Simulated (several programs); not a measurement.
**NaLiCl2 (ordering on rocksalt) from semi-empirical methods to plane-wave DFT**

NaLiCl2 as one 4-atom ordering (R-3m) on the rocksalt lattice, relaxed with r2SCAN in Ansatz, was computed with several methods. Space group R-3m (No. 166), trigonal; a = 3.783 Å, c = 18.743 Å in the conventional setting, 19.36 Å³ an atom. Li has 6 Cl at 2.61 Å; Na has 6 Cl at 2.76 Å; Cl has 3 Li at 2.61 Å and 3 Na at 2.76 Å. (Calculated; spin-unpolarised; the phase may be known or hypothetical.)

```
Li Na Cl
1.0
     1.89160    1.09211    6.24764
    -1.89160    1.09211    6.24764
     0.00000   -2.18423    6.24764
Li Na Cl
1 1 2
Direct
  0.00000 0.00000 0.00000
  0.50000 0.50000 0.50000
  0.25669 0.25669 0.25669
  0.74331 0.74331 0.74331
```

Gaps and times are for a single point on this cell; volume and bulk modulus come from each method's own relaxation or energy curve at fixed shape, which is too stiff where a cell has free coordinates or axes. Times are rough, from shared hosts (Arm Neoverse N1; Arm Neoverse V2), and each method has its own mesh and cell size. A double dagger marks a value from a curve with shape and coordinates held. A star marks a curve whose lowest point is an end point. PM6 (MOPAC), PM7 (MOPAC), GFN1-xTB (tblite), GFN2-xTB (tblite) treat a cluster of cells at its zone centre, which samples few k points: where these miss a band edge, the gap comes out too large for that reason alone. Gaps from k meshes are read at a limited set of points (mesh, symmetry points, PBE's band edges), so each method's own least gap may be somewhat smaller. Force fields have no electrons; where one was fitted to this phase, its volume and modulus reflect the fit. xTB and the PM methods were fitted mostly to molecules, and can miss a solid's gap by electronvolts. Minimal bases can be far off for gaps. Times of the plane-wave rungs are withheld (a dash), since they come from other jobs, hosts and meshes; the meshes of hybrids and Hartree-Fock don't converge their gaps to the digits shown. GLLB-SC's gap includes the derivative discontinuity. G0W0 is at finite bands, cutoff and mesh. d marks a direct gap, i an indirect one (no mark: not told apart), a dash a value that wasn't computed or didn't pass its checks.

```csv
method,kind,gap (eV),own volume (Å³/atom),bulk modulus (GPa),atoms computed,processor time
ffield.eim (LAMMPS),force field,–,–,–,4,0.22 s
"light PBE (260 eV, its own mesh)",light plane-wave,5.59 d,19.92‡,25‡,4,1.8 s
PBE,semilocal,5.60 d,20.00,27‡,4,–
GFN1-xTB (tblite),tight binding,4.18,17.08*‡,–,cluster,13 s
GFN2-xTB (tblite),tight binding,2.89,18.70‡,28‡,cluster,19 s
PM7 (MOPAC),semi-empirical,10.73,–,–,cluster,20 s
PM6 (MOPAC),semi-empirical,9.63,–,–,cluster,22 s
r2SCAN,semilocal,6.43 d,19.36,31‡,4,–
PBE/SZV (CP2K),small basis,4.87 d,–,–,4,62 s
PBE/single zeta (GPAW),small basis,5.20 d,–,–,4,63 s
PBE/DZVP (CP2K),small basis,5.52 d,–,–,4,120 s
GLLB-SC (GPAW),model potential,9.79,–,–,4,2.8 min
G0W0@r2SCAN (140 eV screening cutoff),many-body,8.66,–,–,4,–
PBE0,hybrid,7.70 d,–,–,4,–
HSE06,hybrid,6.98 d,–,–,4,–
G0W0@HSE06 (140 eV screening cutoff),many-body,8.85,–,–,4,–
G0W0@PBE (210 eV screening cutoff),many-body,8.30,–,–,4,–
```

Against HSE06 (6.98 eV) the nearest gap at the points sampled is that of r2SCAN (-0.55 eV) and the farthest that of GFN2-xTB (tblite) (-4.09 eV). HSE06 is only a yardstick of convenience: for gaps this wide it usually falls short of measured ones, so a larger value can be the better one.

Volumes against r2SCAN's: PBE +3.3 %.
